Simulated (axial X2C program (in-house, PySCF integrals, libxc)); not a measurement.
# A two-component session on BiCa: properties at the nuclei

Aim: properties at the nuclei of BiCa, with spin–orbit coupling in the Hamiltonian from the start.

The runs use an in-house X2C program for linear molecules on PySCF integrals; two-component X2C with atomic mean-field terms, Bi dyall-cv3z, Ca dyall-cv3z.

All values are calculated.

### Step 1. The job

task.json reads:

```json
{"zs": [83, 20], "q": 0, "bas": ["dyall-cv3z", "dyall-cv3z"], "r0": 3.22, "levels": ["PBE0", "HF", "r2SCAN", "PBE", "PBE50"], "nst": 3}
```

Keys: zs atomic numbers; q charge; bas basis sets; r0 starting distance in Å; levels methods (HF also brings MP2); nst determinants followed.

Started as:

```
$ python soeom.py task.json out
```

Nuclei are Gaussian, cores are contracted, and the Gaunt term is on.

### Step 2. Expectation values, lowest determinant

R = 2.994 Å. State: Ω = 3/2 (excess of +ω over −ω: ω = 3/2).

Output of the PBE0 run:

```text
two-component X2C + atomic mean field  PBE0
basis functions 260  fitting functions 1200  grid points 5806
iter        total energy     max residual
   1     -22223.152367973     4.36e-05
   2     -22223.152367973     2.22e-06
converged
one-electron -30944.65184444  Coulomb 8889.11927954  exact exchange -108.25976481  xc functional -331.53186975  nuclear repulsion 293.39818642  atomic mean-field constant -21.22635493
```

The highest occupied spinor is 76% Bi p, 12% Ca d, 10% Ca p.

```csv
level,Eeff magnitude (GV/cm),Ws magnitude Bi (kHz),A∥/gI Bi (MHz),qzz Bi (a.u.),A∥/gI Ca (MHz),qzz Ca (a.u.),μ (D)
PBE0,6.59,4.68,72.8,-0.39,136,-0.21,4.73
HF,9.19,8.6,-836,-7.75,249,-0.65,3.80
r2SCAN,7.45,5.34,-59.7,-2.34,179,-0.27,5.00
PBE,3.17,1.94,282,1.12,28.4,-0.18,4.77
PBE50,4.48,2.86,-198,-3.13,226,-0.36,4.36
```

Eeff is the effective electric field on the electron dipole moment in this Ω state and Ws the scalar–pseudoscalar constant (defined with the proton number Z and per Ω); A∥ is the parallel hyperfine constant, which follows by multiplying with the nuclear g factor gI = μI/(I μN); qzz is the electric field gradient, eQq0 = 234.96 MHz × Q/barn × qzz; μ is positive if Ca is the positive end. The operators were transformed with the bare-nucleus X2C matrices.

### Step 3. Expectation values, a higher determinant

R = 2.994 Å. State: Ω = 1/2 (excess of +ω over −ω: ω = 1/2), 0.42 eV above the lowest in the PBE0 search for states (made at or near this distance, with looser thresholds).

Output of the PBE0 run:

```text
two-component X2C + atomic mean field  PBE0
basis functions 260  fitting functions 1200  grid points 5806
iter        total energy     max residual
   1     -22223.136977270     8.35e-05
   2     -22223.136977271     4.23e-06
converged
one-electron -30943.54357621  Coulomb 8888.03018359  exact exchange -108.26326552  xc functional -331.53215061  nuclear repulsion 293.39818642  atomic mean-field constant -21.22635493
```

The highest occupied spinor is 42% Ca s, 24% Ca p, 21% Bi p.

```csv
level,Eeff magnitude (GV/cm),Ws magnitude Bi (kHz),A∥/gI Bi (MHz),qzz Bi (a.u.),A∥/gI Ca (MHz),qzz Ca (a.u.),μ (D)
PBE0,9.71,23.2,38.9,-10.81,662,-0.66,2.31
HF,11.7,28.1,-140,-13.01,710,-0.89,2.66
r2SCAN,13.4,32.1,-47.8,-11.53,765,-0.65,2.65
PBE,8.71,20.8,160,-10.26,627,-0.59,2.15
PBE50,10.6,25.5,-25.8,-11.45,700,-0.74,2.48
```

### Step 4. Expectation values, a higher determinant

R = 2.994 Å. State: Ω = 1/2 (excess of +ω over −ω: 2 × ω = -1/2, ω = 3/2), 0.47 eV above the lowest in the PBE0 search for states (made at or near this distance, with looser thresholds).

Output of the PBE0 run:

```text
two-component X2C + atomic mean field  PBE0
basis functions 260  fitting functions 1200  grid points 5806
iter        total energy     max residual
   1     -22223.135070277     2.82e-05
   2     -22223.135070277     1.83e-06
converged
one-electron -30943.93826505  Coulomb 8888.44644166  exact exchange -108.27119349  xc functional -331.54388488  nuclear repulsion 293.39818642  atomic mean-field constant -21.22635493
```

The highest occupied spinor is 36% Ca s, 26% Ca p, 24% Bi p.

```csv
level,Eeff magnitude (GV/cm),Ws magnitude Bi (kHz),A∥/gI Bi (MHz),qzz Bi (a.u.),A∥/gI Ca (MHz),qzz Ca (a.u.),μ (D)
PBE0,41.2,102,-3460,-10.20,-1120,-0.68,3.43
HF,57.9,144,-4600,-11.28,-1100,-0.89,3.48
r2SCAN,40.6,101,-5060,-12.63,-1100,-0.65,3.56
PBE,35.4,87.9,-3040,-9.76,-1080,-0.59,3.27
PBE50,46.5,116,-3740,-10.42,-1150,-0.75,3.51
```

### Step 5. Summary of results

| quantity | value |
| --- | --- |
| lowest determinant | Ω = 3/2 (excess of +ω over −ω: ω = 3/2) |
| Eeff magnitude (GV/cm), PBE0 | 6.59 |
| Ws magnitude Bi (kHz), PBE0 | 4.68 |
| A∥/gI Bi (MHz), PBE0 | 72.8 |
| qzz Bi (a.u.), PBE0 | -0.39 |
| higher determinant | Ω = 1/2 (excess of +ω over −ω: ω = 1/2) |
| Eeff magnitude (GV/cm), PBE0, higher determinant | 9.71 |
| Ws magnitude Bi (kHz), PBE0, higher determinant | 23.2 |
| A∥/gI Bi (MHz), PBE0, higher determinant | 38.9 |
| qzz Bi (a.u.), PBE0, higher determinant | -10.81 |
| higher determinant | Ω = 1/2 (excess of +ω over −ω: 2 × ω = -1/2, ω = 3/2) |
| Eeff magnitude (GV/cm), PBE0, higher determinant | 41.2 |
| Ws magnitude Bi (kHz), PBE0, higher determinant | 102 |
| A∥/gI Bi (MHz), PBE0, higher determinant | -3460 |
| qzz Bi (a.u.), PBE0, higher determinant | -10.20 |

What this shows: In the first state, the effective field runs from 3.17 to 9.19 GV/cm over the mean-field levels, so the levels don't agree on it. The expectation values come from single determinants, which for open shells can mix terms of unlike spin or miss the lowest Ω, so a determinant need not be a state. Eeff is the effective electric field on the electron dipole moment in this Ω state and Ws the scalar–pseudoscalar constant (defined with the proton number Z and per Ω); A∥ is the parallel hyperfine constant, which follows by multiplying with the nuclear g factor gI = μI/(I μN); qzz is the electric field gradient, eQq0 = 234.96 MHz × Q/barn × qzz; μ is positive if Ca is the positive end. The operators were transformed with the bare-nucleus X2C matrices.
